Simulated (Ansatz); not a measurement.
**HfH2 (singlet): from Hartree-Fock to the top rungs at distance Hf1–H2 = 1.747 Å, def2-SVP**

How much of the correlation energy of HfH2 (singlet) does each wave-function method recover here?

Program: Ansatz 0.2.0, Gaussian basis. Level of theory: def2-SVP, core rule «outside noble gas», up to 4 orbitals frozen. These are calculated values, not measurements.

Plan: UHF; CCSD(T) on RHF; CCSD(T) on UHF; CISD; CCSDT(Q) on RHF; CCSDT(Q) on UHF; CASSCF and MRCISD+Q, 2 electrons in 2 orbitals; CASSCF and NEVPT2, 2 electrons in 2 orbitals; Full CI.

40 further runs of the same task are left out: 22 for a known fault of the program, 15 that didn't finish, 3 set aside as unsound or not needed.

### 1 The system

The geometry derives from a PBE0/def2-TZVP stationary point (not a proven minimum). One bond is set to the value named and the two fragments are kept rigid. No spin-orbit coupling is included. Elements past krypton take def2 core potentials.

3 atoms, charge 0, spin multiplicity 1.

Atoms are counted from 1 here; the program's logs count them from 0.

Bond lengths: Hf1–H2 1.747 Å, Hf1–H3 1.912 Å. Angles: H2–Hf1–H3 180.0°.

### 2 UHF

in.yaml reads:

```yaml
crystal:
  periodic: [false, false, false]
  atoms:
    - {symbol: Hf, position_ang: [0.000000, 0.000000, -0.054933]}
    - {symbol: H, position_ang: [0.000000, 0.000000, -1.801933]}
    - {symbol: H, position_ang: [0.000000, 0.000000, 1.856867]}
basis:
  gaussian: {orbitals: def2-SVP}
magnetization: {spin_polarized: true, initial_magnetization: 0}
hamiltonian: {xc: hf}
output: {orbitals: {seedname: orbitals}}
```

Launch:

```sh
$ ansatz run in.yaml --threads 1 --pin off --events-out ev --progress --plain --max-ram 2393MiB
```

The runs that follow: CCSD(T) on RHF; CCSD(T) on UHF; CISD; CCSDT(Q) on RHF; CCSDT(Q) on UHF; CASSCF and MRCISD+Q, 2 electrons in 2 orbitals; CASSCF and NEVPT2, 2 electrons in 2 orbitals; Full CI.

Before running them: what should the planned runs give, taken together? Wanted: FCI below the RHF energy; RMP2 from FCI; UMP2 from FCI; RCCSD from FCI; RCCSD(T) from FCI; UCCSD(T) from FCI; RCCSDT(Q) from FCI; UCCSDT(Q) from FCI; NEVPT2 pair from FCI.

**Answer**, as computed:

```
                         quantity                                           value
         FCI below the RHF energy                                      -2.8056 eV
                    RMP2 from FCI                                      +800.5 meV
                    UMP2 from FCI                                      +713.1 meV
                   RCCSD from FCI                                      +102.3 meV
                RCCSD(T) from FCI                                       +31.2 meV
                UCCSD(T) from FCI                                       +69.8 meV
               RCCSDT(Q) from FCI                                        +0.5 meV
               UCCSDT(Q) from FCI                                       +38.9 meV
             NEVPT2 pair from FCI                                      +729.9 meV
levels within 1 kcal/mol (43 meV)  RCCSD(T), RCCSDT, UCCSDT, RCCSDT(Q), UCCSDT(Q)
                    T1 diagnostic                                           0.009
   effectively unpaired electrons                                            0.31
```

What this shows: RCCSD(T) misses by +31.2 meV, 1.1 % of the correlation energy. CCSD(T) misses by +31.2 meV on the restricted determinant and by +69.8 meV on the unrestricted one; the two need not hold the same state or core. The occupations show some static correlation. These misses are within one basis, not against nature.
